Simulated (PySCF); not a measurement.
# C5H9OP: magnetic properties

Wanted: magnetic properties for C5H9OP (`C=CP1(=O)CCC1`).

Programs: PySCF 2.14.0, with routines of our own; each step states its level. All values are computed. Atoms count from 0.

### Step 1. The system as given

16 atoms, charge 0, multiplicity 1; geometry from: GFN2-xTB.

### Step 2. Magnetic properties: GIAO B97-2/pcSseg-1

Job settings and geometry (Å):

```
{"job": {"kind": "mag", "xc": "B97-2", "basis": "pcSseg-1", "isotopologues": 2}, "charge": 0, "multiplicity": 1}
C      2.737355    -0.479681     0.664582
C      1.510887    -0.606688     0.188504
P      0.236229     0.560599     0.726719
O      0.680768     1.580732     1.679592
C     -1.327870    -0.403594     1.001543
C     -1.729114    -0.168317    -0.466823
C     -0.779228     1.007463    -0.763281
H      2.958465     0.312563     1.362768
H      3.547060    -1.136395     0.388687
H      1.225910    -1.376870    -0.512766
H     -1.964356     0.147262     1.694520
H     -1.270144    -1.441347     1.321164
H     -1.479596    -1.032857    -1.080705
H     -2.784015     0.060819    -0.611721
H     -0.316791     1.011309    -1.747424
H     -1.253159     1.973948    -0.589288
```

Level: GIAO B97-2/pcSseg-1 magnetisability, rotational g tensor and spin-rotation constants, non-relativistic, gas phase.

Launch:

```
> OMP_NUM_THREADS=1 python excited_run.py task.json out
```

This one command runs all jobs of the session in turn.

The log of the run:

```text
coarse grid: 13720 points
cycle   1  E = -612.1586822270  dE =  1.080e+00  |g| = 9.330e-01  |ddm| = 3.737e+00
cycle   2  E = -611.4862135293  dE =  6.725e-01  |g| = 1.999e+00  |ddm| = 3.603e+00
cycle   3  E = -612.3162273823  dE = -8.300e-01  |g| = 2.673e-01  |ddm| = 2.996e+00
cycle   4  E = -612.3324333290  dE = -1.621e-02  |g| = 9.683e-02  |ddm| = 3.199e-01
cycle   5  E = -612.3344901121  dE = -2.057e-03  |g| = 3.327e-02  |ddm| = 9.546e-02
cycle   6  E = -612.3347588717  dE = -2.688e-04  |g| = 8.109e-03  |ddm| = 3.078e-02
cycle   7  E = -612.3347738769  dE = -1.501e-05  |g| = 2.985e-03  |ddm| = 8.621e-03
cycle   8  E = -612.3347761641  dE = -2.287e-06  |g| = 4.326e-04  |ddm| = 3.406e-03
final grid: 127528 points
cycle   9  E = -612.3836112628  dE = -5.335e-05  |g| = 5.261e-03  |ddm| = 3.268e-02
cycle  10  E = -612.3835991904  dE =  1.207e-05  |g| = 9.477e-03  |ddm| = 1.337e-02
cycle  11  E = -612.3836157624  dE = -1.657e-05  |g| = 9.301e-04  |ddm| = 9.573e-03
cycle  12  E = -612.3836159078  dE = -1.455e-07  |g| = 4.290e-04  |ddm| = 1.190e-03
cycle  13  E = -612.3836159547  dE = -4.688e-08  |g| = 9.229e-05  |ddm| = 4.271e-04
cycle  14  E = -612.3836159565  dE = -1.776e-09  |g| = 3.617e-05  |ddm| = 9.186e-05
cycle  15  E = -612.3836159568  dE = -3.149e-10  |g| = 6.308e-06  |ddm| = 3.617e-05
converged SCF energy = -612.3836159568

Magnetisability tensor (1e-30 J/T^2)
    -1092.05      -95.19       -6.63
      -95.19    -1121.94      127.16
       -6.63      127.16    -1219.18
isotropic -1144.39   principal values   -1318.32  -1141.13   -973.73
isotropic susceptibility -68.917 1e-6 cm^3/mol

Inertial axes            a          b          c
rot. const./GHz      3.7769     1.7779     1.5427
chi total           -65.931    -61.428    -79.391
chi diamagnetic    -428.862   -802.265   -897.696
chi paramagnetic    362.931    740.837    818.305
quadrupole/D A        7.258     -7.068     -0.190
g nuclear            0.5976     0.6002     0.5870
g electronic        -0.6440    -0.6188    -0.5931
g total             -0.0464    -0.0186    -0.0060

Spin-rotation constants (kHz, H = +C I.J)
atom  isotope        aa         bb         cc
  2    31P        6.764      2.244      2.679
  7     1H       -0.254      0.138     -0.177
  8     1H       -0.001      0.008     -0.177
  9     1H       -0.299      0.155     -0.196
 10     1H       -0.286     -0.015     -0.143
 11     1H       -0.395     -0.115     -0.021
 12     1H       -0.394      0.048     -0.188
 13     1H        0.129     -0.198     -0.172
 14     1H       -0.394     -0.114     -0.022
 15     1H       -0.287     -0.016     -0.142
  0    13C*       1.390      0.883      0.168
  1    13C*       1.235      0.876      0.223
  3    17O*      -0.602     -0.442     -0.109
  4    13C*       0.620      0.341      0.274
  5    13C*       0.536      0.233      0.187
* in the singly substituted isotopologue

Isotopologues: g along a, b, c
2H    at 7,8,9,10,11,12    -0.0398    -0.0155    -0.0054
13C   at 0                 -0.0467    -0.0180    -0.0059
```

Run time: 33 s. Hardware: 1 thread of Arm Neoverse V1, shared host; peak memory 0.76 GiB.

Key values:

| quantity | value |
| --- | --- |
| magnetisability | -1144·10⁻³⁰ J/T² |
| molar susceptibility | -68.9·10⁻⁶ cm³/mol |
| rotational g (a, b, c) | -0.0464, -0.0186, -0.0060 |

### Step 3. Magnetic properties: GIAO LC-wPBE/6-31++G**

Settings changed since step 2:

```diff
@@ -1,2 +1,2 @@
-{"job": {"kind": "mag", "xc": "B97-2", "basis": "pcSseg-1", "isotopologues": 2}, "charge": 0, "multiplicity": 1}
+{"job": {"kind": "mag", "xc": "LC-wPBE", "basis": "6-31++G**", "scf": {"aux": "def2-universal-jkfit"}}, "charge": 0, "multiplicity": 1}
 C      2.737355    -0.479681     0.664582
```

With the program's defaults for keys left out, this is: GIAO LC-wPBE/6-31++G** magnetisability, rotational g tensor and spin-rotation constants, non-relativistic, gas phase.

The log of the run:

```text
final grid: 127528 points
cycle   1  E = -612.0579802109  dE =  1.521e+00  |g| = 8.723e-01  |ddm| = 4.697e+00
cycle   2  E = -611.9221097621  dE =  1.359e-01  |g| = 1.258e+00  |ddm| = 4.261e+00
cycle   3  E = -612.2255805617  dE = -3.035e-01  |g| = 5.879e-02  |ddm| = 2.582e+00
cycle   4  E = -612.2266198025  dE = -1.039e-03  |g| = 3.027e-02  |ddm| = 2.361e-01
cycle   5  E = -612.2268531474  dE = -2.333e-04  |g| = 6.098e-03  |ddm| = 8.210e-02
cycle   6  E = -612.2268652651  dE = -1.212e-05  |g| = 2.391e-03  |ddm| = 2.193e-02
cycle   7  E = -612.2268668685  dE = -1.603e-06  |g| = 4.948e-04  |ddm| = 6.009e-03
cycle   8  E = -612.2268669987  dE = -1.302e-07  |g| = 1.634e-04  |ddm| = 2.723e-03
cycle   9  E = -612.2268670085  dE = -9.778e-09  |g| = 5.384e-05  |ddm| = 6.821e-04
cycle  10  E = -612.2268670097  dE = -1.219e-09  |g| = 1.288e-05  |ddm| = 2.943e-04
cycle  11  E = -612.2268670098  dE = -9.027e-11  |g| = 6.824e-06  |ddm| = 9.606e-05
converged SCF energy = -612.2268670098

Magnetisability tensor (1e-30 J/T^2)
    -1106.13      -99.99       -7.63
      -99.99    -1140.89      129.03
       -7.63      129.03    -1241.14
isotropic -1162.72   principal values   -1341.47  -1160.84   -985.85
isotropic susceptibility -70.021 1e-6 cm^3/mol

Inertial axes            a          b          c
rot. const./GHz      3.7769     1.7779     1.5427
chi total           -66.804    -62.473    -80.785
chi diamagnetic    -428.957   -801.432   -897.572
chi paramagnetic    362.153    738.959    816.787
quadrupole/D A        7.908     -7.995      0.087
g nuclear            0.5976     0.6002     0.5870
g electronic        -0.6426    -0.6172    -0.5920
g total             -0.0450    -0.0170    -0.0049

Spin-rotation constants (kHz, H = +C I.J)
atom  isotope        aa         bb         cc
  2    31P        6.077      2.007      2.457
  7     1H       -0.252      0.144     -0.174
  8     1H        0.001      0.011     -0.176
  9     1H       -0.291      0.158     -0.192
 10     1H       -0.283     -0.019     -0.141
 11     1H       -0.395     -0.117     -0.025
 12     1H       -0.381      0.042     -0.186
 13     1H        0.118     -0.194     -0.172
 14     1H       -0.395     -0.116     -0.025
 15     1H       -0.285     -0.019     -0.141
  0    13C*       1.278      0.831      0.128
  1    13C*       1.121      0.812      0.181
  3    17O*      -0.440     -0.365     -0.063
  4    13C*       0.507      0.284      0.226
  5    13C*       0.427      0.184      0.142
* in the singly substituted isotopologue
```

Run time: 60 s. Hardware: 1 thread of Arm Neoverse V1, shared host; peak memory 0.94 GiB.

In short:

| quantity | value |
| --- | --- |
| magnetisability | -1163·10⁻³⁰ J/T² |
| molar susceptibility | -70.0·10⁻⁶ cm³/mol |
| rotational g (a, b, c) | -0.0450, -0.0170, -0.0049 |

### Step 4. The levels compared

| level | ξ (10⁻³⁰ J/T²) | g(a) | g(b) | gap (eV) | functions | time |
| --- | --- | --- | --- | --- | --- | --- |
| GIAO B97-2/pcSseg-1 | -1144 | -0.0464 | -0.0186 | 6.57 | 171 | 33 s |
| GIAO LC-wPBE/6-31++G** | -1163 | -0.0450 | -0.0170 | 11.18 | 184 | 60 s |

### Step 5. Results

| quantity | value |
| --- | --- |
| magnetisability (step 2, GIAO B97-2/pcSseg-1) | -1144·10⁻³⁰ J/T² |
| molar susceptibility (step 2, GIAO B97-2/pcSseg-1) | -68.9·10⁻⁶ cm³/mol |
| rotational g (a, b, c) (step 2, GIAO B97-2/pcSseg-1) | -0.0464, -0.0186, -0.0060 |
| magnetisability over the levels | -1163 to -1144·10⁻³⁰ J/T² |

What this shows: The magnetisability spreads by 1.6 % over 2 levels, from GIAO LC-wPBE/6-31++G** (60 s) to GIAO B97-2/pcSseg-1 (33 s); the runs took 33 s to 60 s. Two levels can agree by chance, so this spread shows no convergence. Vibrational averaging and real surroundings are missing from these values.
